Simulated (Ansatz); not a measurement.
# Ag (Silver): the cost of one run

Program: Ansatz 0.2.0. Level of theory: DFT PBE, scalar-relativistic, plane waves, PAW. These are calculated values, not measurements.

1 further run of the same task is left out (set aside as unsound or not needed).

## 1. Starting point

The structure is cubic, space group Fm-3m (No. 225). Conventional cell: a = 4.147 Å, b = 4.147 Å, c = 4.147 Å, α = 90.00°, β = 90.00°, γ = 90.00°. Ag (site symmetry m-3m) is surrounded by 12 Ag at 2.93 Å.

Coordinates:

```cif
data_structure
_symmetry_space_group_name_H-M 'Fm-3m'
_symmetry_Int_Tables_number 225
_cell_length_a 4.1472
_cell_length_b 4.1472
_cell_length_c 4.1472
_cell_angle_alpha 90.000
_cell_angle_beta 90.000
_cell_angle_gamma 90.000
_cell_volume 71.33
loop_
_atom_site_label
_atom_site_type_symbol
_atom_site_symmetry_multiplicity
_atom_site_Wyckoff_symbol
_atom_site_fract_x
_atom_site_fract_y
_atom_site_fract_z
_atom_site_occupancy
Ag1 Ag 4 a 0.00000 0.00000 0.00000 1
```

This cell was relaxed beforehand with the same method: volume 17.83 Å³/atom, gap on the mesh none (metal).

## 2. Tight relaxation for the response runs, with the smearing for a metal

Response runs need a geometry at rest under their own mesh and occupations; hence this stricter relaxation.

Input file input.yaml:

```yaml
crystal:
  lattice:
    - [0.0, 2.0735892913, 2.0735892913]
    - [2.0735892913, 0.0, 2.0735892913]
    - [2.0735892913, 2.0735892913, 0.0]
  atoms:
    - { symbol: Ag, position: [0.0, 0.0, 0.0] }
basis:
  ecutwfc: 420
kpoints:
  mp_grid: { grid: [20, 20, 20] }
hamiltonian:
  xc: pbe
scf:
  occupations: { method: fermi_dirac, width: 0.15 }
output:
  forces: true
  stress: true
  eigenvalues: true
  write_density: true
  write_potential: true
  elf: true
  volumetric_format: npy
relax:
  adjacent_minimum: "off"
  f_tol: 0.001
  max_steps: 60
  cell: { stress_tol: 0.01 }
```

Command:

```console
> ansatz run input.yaml --threads 1 --pin off --max-ram 2560MiB --backend cpu --events-out ev --progress --plain --runs-dir out
```

What time and memory should one allow on 1 thread of an Arm CPU, shared host?

About 14 s, with a peak of 0.33 GiB.
